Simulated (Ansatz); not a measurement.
# CH4Se: a ladder of functionals and wavefunction methods

The task here is to estimate one member of a computed series from the others.

The runs use Ansatz 0.2.0, Gaussian basis; functionals in def2-TZVPP, the program's frozen cores in correlated methods.

The runs, in order: LDA (SPW92), PBE-D4, revPBE-D4, BLYP-D4, r2SCAN-D4, B97M-V, PBE0-D4, B3LYP-D4, r2SCANh-D4, r2SCAN0-D4, HSE06-D4, BHLYP-D4, CAM-B3LYP-D4, LC-ωPBE, ωB97X-V, ωB97M-V, B2PLYP, PBE-QIDH; CCSD(T)/def2-SVP; CCSD(T)/def2-TZVPP; MP2/def2-QZVPP; extrapolation to the limit; RPA on PBE.

## Structure used throughout

The geometry comes from an earlier relaxation with PBE0-D4 in a triple-zeta def2 set; it is a stationary point.

SMILES `C[SeH]`, 6 atoms, charge 0, spin multiplicity 1.

Atoms are counted from 1 here; the program's logs count them from 0.

Bond lengths: C1–Se2 1.949 Å, C1–H3 1.087 Å, C1–H4 1.089 Å, C1–H5 1.087 Å, Se2–H6 1.468 Å. Angles: Se2–C1–H3 110.6°, Se2–C1–H4 106.0°, Se2–C1–H5 110.6°, H3–C1–H4 109.3°, H3–C1–H5 110.9°, H4–C1–H5 109.3°, C1–Se2–H6 95.4°.

As a file:

```mol
CH4Se
  3D, bonds by distance, orders not assigned

  6  5  0  0  0  0  0  0  0  0999 V2000
   -0.1344   -0.3535   -0.3938 C   0  0
    0.8543    0.2568    1.1707 Se  0  0
   -1.1979   -0.4132   -0.1748 H   0  0
    0.2439   -1.3500   -0.6172 H   0  0
    0.0513    0.3004   -1.2427 H   0  0
    0.1827    1.5596    1.2578 H   0  0
  1  2  8  0
  1  3  8  0
  1  4  8  0
  1  5  8  0
  2  6  8  0
M  END
```

Set-up of the first run:

The input, in.yaml:

```yaml
crystal:
  periodic: [false, false, false]
  atoms:
    - {symbol: C, position_ang: [-0.134368, -0.353467, -0.393802]}
    - {symbol: Se, position_ang: [0.854284, 0.256776, 1.170710]}
    - {symbol: H, position_ang: [-1.197889, -0.413244, -0.174821]}
    - {symbol: H, position_ang: [0.243897, -1.350030, -0.617243]}
    - {symbol: H, position_ang: [0.051337, 0.300393, -1.242677]}
    - {symbol: H, position_ang: [0.182750, 1.559572, 1.257843]}
basis:
  gaussian: {orbitals: def2-TZVPP}
hamiltonian: {xc: lda}
output: {orbitals: {seedname: orbitals}}
```

Among the steps run: LDA; PBE-D4 (GGA); revPBE-D4 (GGA); BLYP-D4 (GGA); r2SCAN-D4 (meta-GGA); B97M-V (meta-GGA); PBE0-D4 (hybrid); B3LYP-D4 (hybrid); r2SCANh-D4 (hybrid); r2SCAN0-D4 (hybrid); HSE06-D4 (hybrid); BHLYP-D4 (hybrid); CAM-B3LYP-D4 (range-separated); LC-ωPBE-D4 (range-separated; the results give it without D4); ωB97X-V (range-separated); ωB97M-V (range-separated); B2PLYP (double hybrid); PBE-QIDH (double hybrid).

One of the session's tables, all rows but one given; the rest of the session is left out.

It belongs to the step «Orbital energies across the functionals». 

```
  functional  HOMO (eV)  gap (eV)
 LDA (SPW92)      -5.44      4.54
      PBE-D4      -5.32      4.56
   revPBE-D4      -5.28      4.59
     BLYP-D4      -5.17      4.46
   r2SCAN-D4      -5.58      5.16
      B97M-V      -5.66      5.12
     PBE0-D4      -6.49      6.62
    B3LYP-D4      -6.27      6.10
  r2SCANh-D4          ?         ?
  r2SCAN0-D4      -6.66      7.02
    HSE06-D4      -6.10      5.85
    BHLYP-D4      -7.52      8.45
CAM-B3LYP-D4      -7.82      8.90
     LC-ωPBE      -9.20     11.55
     ωB97X-V      -8.84     11.01
     ωB97M-V      -8.70     10.60
```

Q: Estimate the row for r2SCANh-D4 from the others.

Worked estimate for «HOMO (eV)». Against the share of exact exchange, r2SCAN-D4 (0, -5.58), r2SCAN0-D4 (0.25, -6.66) give a slope of -4.32 per unit share; at 0.1 the line stands at -6.01.

As computed: HOMO (eV): -6.01; gap (eV): 5.92. In «HOMO (eV)» the line misses by 0.00.
